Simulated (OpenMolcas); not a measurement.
# InH2F (SMILES [F][InH2]): levels of theory compared

We compute a comparison of 6 runs (HF/STO-3G, HF/3-21G, HF/def2-SVP, TPSSh/def2-TZVP, MP2/STO-3G, ACPF/def2-SV(P)) of InH2F. 

The results are computed with OpenMolcas 26.06.

4 further runs of the same task are left out: 1 that didn't finish, 3 set aside as unsound or not needed.

## (1) The molecule

The species is InH2F (4 atoms), meant as a singlet with charge 0. As SMILES, `[F][InH2]`. The coordinates come from a PBE0-D4/def2-TZVP relaxation.

Bond lengths: F1–In2 1.961 Å, In2–H3 1.702 Å, In2–H4 1.702 Å. Angles: F1–In2–H3 110.4°, F1–In2–H4 110.4°, H3–In2–H4 139.2°.

## (2) Energy and forces at HF/STO-3G (run 1)

Input file calc.input:

```
&GATEWAY
  BasLib = $CurrDir
  Coord
  4
  angstrom
  F       -1.631800      -0.629400       0.188600
  In       0.194400       0.052300      -0.026300
  H        1.304300      -0.965100       0.767900
  H        0.188600       1.481900      -0.950400
  Basis = STO-3G
  Group = NoSym

&SEWARD

&SCF
  Thresholds = 1e-10 1e-07 1e-07 1e-05
  PrOrbitals = 1 2

&ALASKA
```

The basis set STO-3G is read from a file made from the Basis Set Exchange's data (not shown).

Command:

```console
$ export MOLCAS_MEM=1860
$ pymolcas calc.input > calc.log
```

The log of the run:

```text
--- Start Module: gateway ---
[...]
--- Stop Module: gateway /rc=_RC_ALL_IS_WELL_ ---
[...]
      Basis functions           34
[...]
--- Start Module: scf ---
[...]
       Convergence after  12 Iterations
[...]
::    Total SCF energy                              -5782.0552859734
[...]
      Total spin, S                                     0.0000000000
[...]
      Total electronic charge=   60.000000
      Total            charge=   -0.000000
[...]
      Dipole Moment (debye):
      Origin of the operator (angstrom)=   -0.0527   -0.0399    0.0028
                   X=  1.6517E+00               Y=  6.1645E-01               Z= -1.9441E-01           Total=  1.7736E+00
      Quadrupole Moment (debye*angstrom):
[...]
--- Stop Module: scf /rc=_RC_ALL_IS_WELL_ ---
--- Start Module: alaska ---
[...]
 *              Molecular gradients               *
 **************************************************
  Irreducible representation: a
 ------------------------------------------------------------------------------------------
                              X                       Y                       Z
 ------------------------------------------------------------------------------------------
  F1               -3.35118952521896E-02   -1.25085929743314E-02    3.94349581455167E-03
  IN2               2.06606504808278E-02    7.70923031795867E-03   -2.43253883104710E-03
  H3                1.83926532931338E-02   -2.38459987342159E-02    1.76744675196954E-02
  H4               -5.54140852179668E-03    2.86453613906090E-02   -1.91854245031973E-02
 ------------------------------------------------------------------------------------------
--- Stop Module: alaska /rc=_RC_ALL_IS_WELL_ ---
[...]
```

Wall time 2.3 s (1 thread of Arm Neoverse V1, shared host); peak memory 0.37 GiB.

## (3) Energy and forces at HF/3-21G (run 2)

Input file calc.inp:

```
* FH2In Hartree-Fock
&GATEWAY
BasLib
$CurrDir
Coord
4
angstrom
F       -1.631800      -0.629400       0.188600
In       0.194400       0.052300      -0.026300
H        1.304300      -0.965100       0.767900
H        0.188600       1.481900      -0.950400
Basis
3-21G
Group
NoSym
&SEWARD
&SCF
Thresholds
1e-10 1e-07 1e-07 1e-05
PrOrbitals
1
&ALASKA
```

The basis set 3-21G is read from a file made from the Basis Set Exchange's data (not shown).

Command:

```console
$ export MOLCAS_MEM=1860
$ pymolcas calc.inp > calc.log
```

The log of the run:

```text
--- Start Module: gateway ---
[...]
--- Stop Module: gateway /rc=_RC_ALL_IS_WELL_ ---
[...]
      Basis functions           44
[...]
--- Start Module: scf ---
[...]
       Convergence after  11 Iterations
[...]
::    Total SCF energy                              -5814.7960298470
[...]
      Total spin, S                                     0.0000000000
[...]
      Total electronic charge=   60.000000
      Total            charge=   -0.000000
[...]
      Dipole Moment (debye):
      Origin of the operator (angstrom)=   -0.0527   -0.0399    0.0028
                   X=  2.9052E+00               Y=  1.0844E+00               Z= -3.4192E-01           Total=  3.1198E+00
      Quadrupole Moment (debye*angstrom):
[...]
--- Stop Module: scf /rc=_RC_ALL_IS_WELL_ ---
--- Start Module: alaska ---
[...]
 *              Molecular gradients               *
 **************************************************
  Irreducible representation: a
 ------------------------------------------------------------------------------------------
                              X                       Y                       Z
 ------------------------------------------------------------------------------------------
  F1               -1.74490219882415E-02   -6.51241528127677E-03    2.05315042000143E-03
  IN2               3.30575040485428E-02    1.23375238055097E-02   -3.88994126121611E-03
  H3               -1.18143608892582E-02    5.88339000182092E-03   -5.25813234295036E-03
  H4               -3.79412117104302E-03   -1.17084985260592E-02    7.09492318416061E-03
 ------------------------------------------------------------------------------------------
--- Stop Module: alaska /rc=_RC_ALL_IS_WELL_ ---
[...]
```

Wall time 2.6 s (1 thread of Arm Neoverse V1, shared host); peak memory 0.38 GiB.

Run 3 isn't shown in full; the table further down has it.

## (4) Energy and forces at TPSSh/def2-TZVP (core potential) (run 4)

Input file run.inp:

```
&GATEWAY
BasLib=$CurrDir
Coord
4
angstrom
F       -1.631800      -0.629400       0.188600
In       0.194400       0.052300      -0.026300
H        1.304300      -0.965100       0.767900
H        0.188600       1.481900      -0.950400
Basis=def2-TZVP
Group=NoSym
&SEWARD
GridInput
Grid=UltraFine
End of Grid
&SCF
KSDFT=HYB_MGGA_XC_TPSSH
Thresholds=1e-10 1e-07 1e-07 1e-05
PrOrbitals=1 1
&ALASKA
```

The basis set def2-TZVP is read from a file made from the Basis Set Exchange's data (not shown).

Command:

```console
$ export MOLCAS_MEM=1860
$ pymolcas run.inp > run.log
```

The log of the run:

```text
--- Start Module: gateway ---
[...]
--- Stop Module: gateway /rc=_RC_ALL_IS_WELL_ ---
[...]
      Basis functions           93
[...]
--- Start Module: scf ---
[...]
       Convergence after  14 Iterations
[...]
::    Total KS-DFT energy                            -291.1602227362
[...]
      Total spin, S                                     0.0000000000
[...]
      Total electronic charge=   32.000000
      Total            charge=   -0.000000
[...]
      Dipole Moment (debye):
      Origin of the operator (angstrom)=   -0.0527   -0.0399    0.0028
                   X=  2.7389E+00               Y=  1.0223E+00               Z= -3.2232E-01           Total=  2.9412E+00
      Quadrupole Moment (debye*angstrom):
[...]
--- Stop Module: scf /rc=_RC_ALL_IS_WELL_ ---
[...]
--- Start Module: alaska ---
[...]
 *              Molecular gradients               *
 **************************************************
  Irreducible representation: a
 ------------------------------------------------------------------------------------------
                              X                       Y                       Z
 ------------------------------------------------------------------------------------------
  F1                2.58238134960109E-03    9.64639813082258E-04   -3.03924117780463E-04
  IN2              -1.96789446810541E-03   -7.36849851878496E-04    2.31383307297772E-04
  H3               -5.01899203583456E-04    3.13288916052645E-04   -2.63686582395284E-04
  H4               -1.12587677955009E-04   -5.41078877271062E-04    3.36227392884414E-04
 ------------------------------------------------------------------------------------------
--- Stop Module: alaska /rc=_RC_ALL_IS_WELL_ ---
[...]
```

Wall time 31 s (1 thread of Arm Neoverse V1, shared host); peak memory 0.51 GiB.

Run 5 isn't shown in full; the table further down has it.

## (5) The energy at ACPF/def2-SV(P) (core potential) (run 6)

Input file input.xyz:

```xyz
4

F     -1.631800    -0.629400     0.188600
In     0.194400     0.052300    -0.026300
H      1.304300    -0.965100     0.767900
H      0.188600     1.481900    -0.950400
```

Input file mol.inp:

```
>>> EXPORT MOLCAS_PRINT=2

&GATEWAY
  BasLib=$CurrDir
  Coord=input.xyz
  Basis=def2-SVP
  Group=NoSym

&SEWARD

&SCF
  Iterations=50
  PrOrbitals=0

&MOTRA
  Frozen=5

&GUGA
  Electrons=22
  Spin=1
  Inactive=11
  Active=0
  CIAll=1

&CPF
  ACPF
```

The basis set def2-SV(P) is read from a file made from the Basis Set Exchange's data (not shown).

Command:

```console
$ export MOLCAS_MEM=800
$ pymolcas mol.inp > mol.log
```

The log of the run:

```text
--- Start Module: gateway ---
[...]
--- Stop Module: gateway /rc=_RC_ALL_IS_WELL_ ---
[...]
      Basis functions           44
[...]
       Convergence after  10 Iterations
[...]
::    Total SCF energy                               -289.7213593177
[...]
      Total spin, S                                     0.0000000000
[...]
      *** WARNING: Default frozen orbitals is overwritten by user input.
      *** Default values:   1
[...]
--- Start Module: guga ---
[...]
--- Stop Module: guga /rc=_RC_ALL_IS_WELL_ ---
--- Start Module: cpf ---
[...]
      Active orbitals                            0       0
[...]
      Spin quantum number                      0.0
[...]
     FINAL ACPF ENERGY        -290.00681410
     FINAL CORRELATION ENERGY   -0.28545479  REFERENCE ENERGY    -289.72135932
[...]
      Title:  ACPF natural orbitals
[...]
      Total electronic charge=   32.000000
      Total            charge=    0.000000
[...]
      Dipole Moment (debye):
      Origin of the operator (angstrom)=   -0.0527   -0.0399    0.0028
                   X=  2.6144E+00               Y=  9.7582E-01               Z= -3.0766E-01           Total=  2.8074E+00
      Quadrupole Moment (debye*angstrom):
[...]
--- Stop Module: cpf /rc=_RC_ALL_IS_WELL_ ---
[...]
```

Run time: 3.6 s. Hardware: 1 thread of Arm Neoverse V1, shared host; peak memory 0.18 GiB.

## (6) All runs side by side

```tsv
run	level	integration grid	task	energy (Eh)	dipole moment (D) of the reference	HOMO energy (eV)	LUMO energy (eV)	wall time
1	HF/STO-3G	–	gradient	-5782.055286	1.77	-8.41	5.95	2.3 s
2	HF/3-21G	–	gradient	-5814.796030	3.12	-11.57	0.86	2.6 s
3	HF/def2-SVP (core potential)	–	gradient	-289.725314	3.45	-11.85	0.72	2.9 s
4	TPSSh/def2-TZVP (core potential)	UltraFine	gradient	-291.160223	2.94	-8.04	-2.08	31 s
5	MP2/STO-3G	–	energy	-5782.106544	1.77	-8.41	5.95	2 s
6	ACPF/def2-SV(P) (core potential)	–	energy	-290.006814	3.44	-11.87	0.71	3.6 s
```

## (7) What came out

| quantity | value |
| --- | --- |
| run 6: total energy | -290.00681 Eh |
| run 6: dipole moment (mean-field density) | 3.44 D |
| run 6: HOMO energy (Hartree–Fock orbitals) | -11.87 eV |
| run 6: LUMO energy (Hartree–Fock orbitals) | 0.71 eV |
| run 6: HOMO–LUMO gap (Hartree–Fock orbitals) | 12.58 eV |
| run 6: correlation energy (5 core orbitals frozen) | -285.5 mEh |

What this shows: Over runs 1, 2, 3, 4 the dipole moment (its size) runs from 1.77 D (HF/STO-3G) to 3.45 D (HF/def2-SVP). The two ends differ in basis and core potential. Over runs 1, 2, 3, 4 the HOMO–LUMO gap runs from 5.95 eV (TPSSh/def2-TZVP) to 14.36 eV (HF/STO-3G). The two ends differ in method and basis and core potential. Some runs of one species differ in core potentials or relativity; totals across that change don't compare. In runs 1, 5 the basis is minimal, so the values are rough. In runs 1, 2, 5 relativity is left out where basis or elements ask for it. All runs together took 44 s, the longest 31 s.
